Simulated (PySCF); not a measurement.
# C3H7NSi: the cost of one run

Computed with PySCF 2.14.0 and routines of our own; the level stands in each step. Atoms count from 0.

## (1) The system as given

12 atoms, charge 0, multiplicity 1; geometry from: GFN2-xTB.

## (2) Magnetic properties: GIAO HF/pcSseg-1

What the job is given:

```
{"job": {"kind": "mag", "xc": "HF", "basis": "pcSseg-1", "isotopologues": 2}, "charge": 0, "multiplicity": 1}
C     -0.297602    -1.320291    -1.180962
C     -0.039027    -0.354718    -0.302307
Si    -1.246158     0.975309     0.297233
C      1.269406    -0.229858     0.307687
N      1.434046     0.712146     1.130379
H      0.446298    -2.048040    -1.476126
H     -1.266844    -1.421791    -1.639576
H     -1.440087     0.839632     1.737515
H     -0.739336     2.292229    -0.076175
H     -2.518784     0.724481    -0.396848
H      2.042004    -0.958868     0.021875
H      2.357282     0.789083     1.551278
```

Level: GIAO HF/pcSseg-1 magnetisability, rotational g tensor and spin-rotation constants, non-relativistic, gas phase.

Run with:

```sh
> OMP_NUM_THREADS=1 python excited_run.py task.json out
```

This one command runs all jobs of the session in turn.

**Question.** How long does this first job take on 1 thread of Arm Neoverse V2, shared host, and how much memory does it need?

About 4.7 s, with a peak of 0.55 GiB.
